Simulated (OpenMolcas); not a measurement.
**Mo⁴⁺ with 6 ligands (ammonia): CASSCF and CASPT2 levels and susceptibility**

Aim: the ligand-field states of Mo⁴⁺ in this surrounding, its lowest levels with spin-orbit coupling and its magnetic susceptibility.

The numbers are computed with OpenMolcas 26.06 (state-averaged CASSCF and CASPT2, spin-orbit coupling by RASSI with atomic mean-field integrals), except any that are marked as measured or tabulated.

**1. Starting point**

```
Species                           : Mo⁴⁺ (molybdenum, Z = 42, 38 electrons)
Basis                             : ANO-RCC-VDZP [6s5p3d1f], 217 functions with the ligands
Scalar Hamiltonian                : DKH2, point nucleus
Inactive shells                   : 1s 2s 2p 3s 3p 3d 4s 4p of the metal, and all ligand shells
Active space                      : 2 electrons in 5 orbitals (4d)
Some configurations of this space : 4d2
Orbitals                          : optimised for each spin and parity, averaged over all roots
```

Outer shells as boxes (Hund's rule):

4d2
```
4d [↑ ][↑ ][  ][  ][  ]
```

Mo⁴⁺ is taken with 6 ligands (ammonia) in octahedron coordination (S6) at 2.03 Å. Ligand basis ANO-RCC-VDZP. The distances are assumed, not relaxed.

```xyz
25

Mo    0.0000    0.0000    0.0000
N     2.0300    0.0000    0.0000
H     2.4121    0.9457    0.0000
H     2.4121   -0.4729    0.8190
H     2.4121   -0.4729   -0.8190
N     0.0000    2.0300    0.0000
H     0.0000    2.4121    0.9457
H     0.8190    2.4121   -0.4729
H    -0.8190    2.4121   -0.4729
N    -2.0300    0.0000    0.0000
H    -2.4121   -0.9457    0.0000
H    -2.4121    0.4729   -0.8190
H    -2.4121    0.4729    0.8190
N     0.0000   -2.0300    0.0000
H     0.0000   -2.4121   -0.9457
H    -0.8190   -2.4121    0.4729
H     0.8190   -2.4121    0.4729
N     0.0000    0.0000    2.0300
H     0.9457    0.0000    2.4121
H    -0.4729    0.8190    2.4121
H    -0.4729   -0.8190    2.4121
N     0.0000    0.0000   -2.0300
H    -0.9457    0.0000   -2.4121
H     0.4729   -0.8190   -2.4121
H     0.4729    0.8190   -2.4121
```

The work runs as a chain of OpenMolcas steps in one folder; each step below is one input file. Labels, J, g values, rates, χT and fits are worked out afterwards by a script from the matrices that RASSI stores.

**2. GATEWAY and SEWARD: basis and integrals**

The input, a.inp:

```
&GATEWAY
Coord
25

Mo 0.0 0.0 0.0
N 2.030000 0.000000 0.000000
H 2.412099 0.945728 0.000000
H 2.412099 -0.472864 0.819024
H 2.412099 -0.472864 -0.819024
N 0.000000 2.030000 0.000000
H 0.000000 2.412099 0.945728
H 0.819024 2.412099 -0.472864
H -0.819024 2.412099 -0.472864
N -2.030000 0.000000 0.000000
H -2.412099 -0.945728 0.000000
H -2.412099 0.472864 -0.819024
H -2.412099 0.472864 0.819024
N 0.000000 -2.030000 0.000000
H 0.000000 -2.412099 -0.945728
H -0.819024 -2.412099 0.472864
H 0.819024 -2.412099 0.472864
N 0.000000 0.000000 2.030000
H 0.945728 0.000000 2.412099
H -0.472864 0.819024 2.412099
H -0.472864 -0.819024 2.412099
N 0.000000 0.000000 -2.030000
H -0.945728 0.000000 -2.412099
H 0.472864 -0.819024 -2.412099
H 0.472864 0.819024 -2.412099
Basis=Mo.ANO-RCC-VDZP,H.ANO-RCC-VDZP,N.ANO-RCC-VDZP
Group=XYZ
NoMove
AngMom=0.0 0.0 0.0
AMFI
RICD
&SEWARD
```

On the command line:

```sh
> OMP_NUM_THREADS=1 MOLCAS_MEM=2457 MOLCAS_PROJECT=a pymolcas a.inp > a.log
```

Log:

```text
Basis set label: MO.ANO-RCC...6S5P3D1F.

      Electronic valence basis set:
      ------------------
      Associated Effective Charge  42.000000 au
      Associated Actual Charge     42.000000 au
      Nuclear Model: Point charge

      Shell  nPrim  nBasis  Cartesian Spherical Contaminant
         s      21       6        X
         p      18       5        X
         d      13       3                 X
         f       6       1                 X
                  Relativistic Douglas-Kroll-Hess integrals:
                    - DKH order of Hamiltonian: 2
                    - DKH order of Properties : 0
                  Atomic mean-field integrals
```

**3. CASSCF: triplets of even parity, 10 roots**

The input, a.inp:

```
&RASSCF
FileOrb=start.orb
Symmetry=1
Spin=3
nActEl=2 0 0
Inactive=24 24
Ras2=5 0
CIRoot=10 10 1
SDav=10
CIMx=300
Iter=150 100
PrWF=0.3
OrbListing=Nothing
MaxOrb=0
LevShft=1.0
>>> COPY $Project.JobIph JOB001
```

start.orb holds start orbitals that the driver prepared beforehand, or those of the step before.

Log, cut to the lines that bear on the results:

```text
[...]
      Number of active orbitals                  5
[...]
      Spin quantum number                      1.0
[...]
      Active orbitals                            5   0
[...]
      Number of CSFs                            10
      Number of root(s) required                10
[...]
      Convergence after 13 iterations
[...]
      Natural orbitals and occupation numbers for root  1
      sym 1:   0.998852   0.001148   0.001148   0.998852  -0.000000
      Natural orbitals and occupation numbers for root  2
      sym 1:   0.998852   0.998852   0.001148   0.001148   0.000000
      Natural orbitals and occupation numbers for root  3
      sym 1:   0.000000   0.999994   0.000006   0.999994   0.000006
::    RASSCF root number  1 Total energy:  -4381.49825653
::    RASSCF root number  2 Total energy:  -4381.49825653
::    RASSCF root number  3 Total energy:  -4381.49632338
[...]
::    RASSCF root number  7 Total energy:  -4381.24069041
::    RASSCF root number  8 Total energy:  -4381.24069041
::    RASSCF root number  9 Total energy:  -4381.23962610
::    RASSCF root number 10 Total energy:  -4381.04885615
```

**4. CASSCF: singlets of even parity, 15 roots**

The input, a.inp:

```
&RASSCF
FileOrb=start.orb
Symmetry=1
Spin=1
nActEl=2 0 0
Inactive=24 24
Ras2=5 0
CIRoot=15 15 1
SDav=15
CIMx=300
Iter=150 100
PrWF=0.3
OrbListing=Nothing
MaxOrb=0
LevShft=1.0
>>> COPY $Project.JobIph JOB002
```

On the command line:

```sh
> OMP_NUM_THREADS=1 MOLCAS_MEM=2457 MOLCAS_PROJECT=a pymolcas a.inp > a.log
```

Log, cut to the lines that bear on the results:

```text
[...]
      Number of active orbitals                  5
[...]
      Spin quantum number                      0.0
[...]
      Active orbitals                            5   0
[...]
      Number of CSFs                            15
      Number of root(s) required                15
[...]
      Convergence after 11 iterations
[...]
      Natural orbitals and occupation numbers for root  1
      sym 1:   0.302348   0.302348   0.000000   1.395303   0.000000
      Natural orbitals and occupation numbers for root  2
      sym 1:   0.001163   0.971975   0.000140   1.026370   0.000351
      Natural orbitals and occupation numbers for root  3
      sym 1:   1.009332   0.000189   0.000332   0.989657   0.000490
::    RASSCF root number  1 Total energy:  -4381.45276352
::    RASSCF root number  2 Total energy:  -4381.45201394
::    RASSCF root number  3 Total energy:  -4381.45201394
[...]
::    RASSCF root number 12 Total energy:  -4381.22066761
::    RASSCF root number 13 Total energy:  -4381.00202369
::    RASSCF root number 14 Total energy:  -4381.00202369
::    RASSCF root number 15 Total energy:  -4380.95225643
```

**5. State interaction with spin-orbit coupling**

The input, a.inp:

```
&RASSI
NrOfJobIphs=2 10 15
1 2 3 4 5 6 7 8 9 10
1 2 3 4 5 6 7 8 9 10 11 12 13 14 15
IphNames
JOB001
JOB002
EJob
SpinOrbit
DIPRint=1.0
SOCoupling=1000.0
Subsets=2
Property=9
'ANGMOM' 1 'ANGMOM' 2 'ANGMOM' 3 'MLTPL  1' 1 'MLTPL  1' 2 'MLTPL  1' 3
'AMFI' 1 'AMFI' 2 'AMFI' 3
SOProperty=3
'ANGMOM' 1 'ANGMOM' 2 'ANGMOM' 3
```

On the command line:

```sh
> OMP_NUM_THREADS=1 MOLCAS_MEM=2457 MOLCAS_PROJECT=a pymolcas a.inp > a.log
```

Log, cut to the lines that bear on the results:

```text
SPIN-FREE ENERGIES:
  (Shifted by EMIN (a.u.) =      -4381.4982565276)
 SF State       Relative EMIN(au)   Rel lowest level(eV)    D:o, cm**(-1)
     1             0.0000000000        0.0000000000              0.0000
     2             0.0000000000        0.0000000000              0.0000
     3             0.0019331443        0.0526035359            424.2761
    11             0.0454930086        1.2379278279           9984.5613
    12             0.0462425895        1.2583249635          10149.0753
    13             0.0462425895        1.2583249635          10149.0753
    14             0.0484906446        1.3194976596          10642.4663
    15             0.0484906446        1.3194976596          10642.4663
    16             0.1108017691        3.0150697357          24318.1774
     4             0.2210589870        6.0153214785          48516.8397
[...]
Eigenvalues of complex Hamiltonian:
   -----------------------------------
  (Shifted by EMIN (a.u.) =      -4381.4982565276)
 SO State       Relative EMIN(au)   Rel lowest level(eV)    D:o, cm**(-1)
     1            -0.0020805846        0.0000000000              0.0000
     2            -0.0020805846        0.0000000000              0.0000
     3            -0.0013709957        0.0193088987            155.7368
     4            -0.0013709957        0.0193088987            155.7368
     5            -0.0009557599        0.0306080403            246.8705
     6             0.0017736077        0.1048779151            845.8974
     7             0.0029723058        0.1374961537           1108.9813
     8             0.0029723058        0.1374961537           1108.9813
     9             0.0043031587        0.1737105040           1401.0697
    10             0.0454804374        1.2942013392          10438.4378
    11             0.0462662217        1.3155836191          10610.8975
[...]
```

These steps took 53 s in all on 1 thread of Arm Neoverse V1, shared host.

Spin-free states:

```
  state  degeneracy  E (cm-1)
triplet           2         0
triplet           1       424
singlet           1      9985
singlet           2     10149
singlet           2     10642
singlet           1     24318
triplet           2     48517
triplet           1     48750
triplet           2     56529
triplet           1     56763
singlet           2     57922
singlet           1     58196
singlet           2     60708
singlet           1     60924
triplet           1     98632
singlet           2    108911
singlet           1    119833
```

With spin-orbit coupling:

```csv
E (cm-1),Degeneracy,2S+1,g
0.0,2,3,0.00 0.00 1.95
155.7,2,3,0.00 0.00 0.39
246.9,1,3,
845.9,1,3,
1109,2,3,0.00 0.00 2.29
1401,1,3,
10438,1,1,
10611,2,1,0.00 0.00 1.89
11098,2,1,0.00 0.00 3.57
24782,1,1,
48676,1,3,
48799,1,3,
48868,2,3,0.00 0.00 1.54
49128,2,3,0.00 0.00 4.86
49294,2,3,0.00 0.00 3.22
49319,1,3,
56598,1,3,
56751,1,3,
56849,2,3,0.00 0.00 1.85
57094,2,3,0.00 0.00 3.37
57241,1,3,
57358,2,3,0.00 0.00 1.97
58561,2,1,0.00 0.00 0.55
58814,1,1,
```

Principal g values are given for doublets only; a zero marks a field direction without first-order Zeeman splitting.

Powder χT (cm³ K/mol): 0.12 at 2 K, 0.13 at 5 K, 0.14 at 10 K, 0.16 at 20 K, 0.22 at 50 K, 0.29 at 100 K, 0.34 at 150 K, 0.39 at 200 K, 0.43 at 250 K, 0.47 at 300 K.

The orbitals of the open shell are 69 to 89 % metal; the Mulliken charge of the metal is +2.33 e.

**6. CASPT2: IPEA 0.25, imaginary shift 0.1 (closed shells correlated: 4s 4p of the metal, with ligand shells; the Frozen line counts the rest)**

The input, a.inp:

```
>>> COPY JOB001 $Project.JobIph
&CASPT2
Multistate=10 1 2 3 4 5 6 7 8 9 10
NoMult
Frozen=11 9
IPEA=0.25
Imaginary=0.1
MaxIter=60
WThr=0.0 0.3 0.05
PrWF=0.5
NoMix
>>> COPY JOB002 $Project.JobIph
&CASPT2
Multistate=15 1 2 3 4 5 6 7 8 9 10 11 12 13 14 15
NoMult
Frozen=11 9
IPEA=0.25
Imaginary=0.1
MaxIter=60
WThr=0.0 0.3 0.05
PrWF=0.5
NoMix
```

Log, cut to the lines that bear on the results:

```text
[...]
      Active orbitals                            5   0
[...]
      E2 (Variational):          -1.5458975525
      Total energy:           -4383.0441540801
[...]
::    CASPT2 Root  1     Total energy:  -4383.04415408
::    CASPT2 Root  2     Total energy:  -4383.04415584
[...]
::    CASPT2 Root 12     Total energy:  -4382.77061892
::    CASPT2 Root 13     Total energy:  -4382.53691267
::    CASPT2 Root 14     Total energy:  -4382.53710963
::    CASPT2 Root 15     Total energy:  -4382.50038744
```

This run: 4.2 min of run time, 1 thread of Arm Neoverse V1, shared host.

SS-CASPT2: lowest energy less the reference's lowest, -1.5459 hartree; reference weights 0.686 to 0.698.

Spin-free states:

```
  state  degeneracy  E (cm-1)
triplet           2         0
triplet           1       444
singlet           1      7404
singlet           2      7623
singlet           2      8153
singlet           1     18691
triplet           2     50970
triplet           1     51202
triplet           2     56599
triplet           1     56899
singlet           2     57901
singlet           1     57909
singlet           2     59800
singlet           1     60034
triplet           1    104215
singlet           2    111305
singlet           1    119343
```

With spin-orbit coupling:

```
E (cm-1)  Degeneracy  2S+1               g
       0           2     3  0.00 0.00 1.94
     160           2     3  0.00 0.00 0.42
     250           1     3                
     850           1     3                
    1130           2     3  0.00 0.00 2.32
    1410           1     3                
    7880           1     1                
    8100           2     1  0.00 0.00 1.88
    8620           2     1  0.00 0.00 3.56
   19180           1     1                
   51140           1     3                
   51250           1     3                
   51320           2     3  0.00 0.00 1.53
   51580           2     3  0.00 0.00 4.84
   51740           2     3  0.00 0.00 3.18
   51770           1     3                
   56680           1     3                
   56830           1     3                
   56940           2     3  0.00 0.00 1.69
   57170           2     3  0.00 0.00 3.45
   57320           1     3                
   57480           2     3  0.00 0.00 2.26
   58570           2     1  0.00 0.00 0.54
   58590           1     1
```

Powder χT (cm³ K/mol): 0.12 at 2 K, 0.13 at 5 K, 0.14 at 10 K, 0.16 at 20 K, 0.22 at 50 K, 0.29 at 100 K, 0.34 at 150 K, 0.39 at 200 K, 0.43 at 250 K, 0.47 at 300 K.

**7. The methods side by side**

A. CASSCF
B. SS-CASPT2, IPEA 0.25, imaginary shift 0.1 (closed shells correlated: 4s 4p of the metal, with ligand shells; the Frozen line counts the rest)

```
method  ground state  first state of that spin (cm-1)  first gap with spin-orbit (cm-1)  χT at 300 K
     A       triplet                    triplet 424.3                             155.7         0.47
     B       triplet                    triplet 443.5                             159.9         0.47
```

**8. Summary of results**

```
                                            quantity                                                                                                                                          value
                                              method  SS-CASPT2, IPEA 0.25, imaginary shift 0.1 (closed shells correlated: 4s 4p of the metal, with ligand shells; the Frozen line counts the rest)
                              spin-free ground state                                                                                                            triplet, 2-fold in its orbital part
first state of the same spin within the active space                                                                                                                            triplet at 444 cm⁻¹
                                        lowest level                                                                                                                   2-fold, g = 0.00, 0.00, 1.94
                                          next level                                                                                                                                     159.9 cm⁻¹
                                         χT at 300 K                                                                                                                                 0.47 cm³ K/mol
                           effective moment at 300 K                                                                                                                                        1.94 μB
```

Cost by method:

```
                                              method  time of its own steps  time with the reference
                                           A. CASSCF                   53 s                     53 s
B. SS-CASPT2, IPEA 0.25, imaginary shift 0.1, +4s 4p                4.2 min                  5.1 min
```

Times are of one thread on a shared host.

The spin-free ground state (triplet) is 2-fold and keeps the highest spin of the shell. χT at 300 K is 0.47, against 1.00 cm³ K/mol for the spin alone, so spin-orbit coupling lowers it. CASPT2 does not keep the components of a term degenerate, and the means are used. The bonds are covalent and no ligand orbital is active, so the numbers are rough.
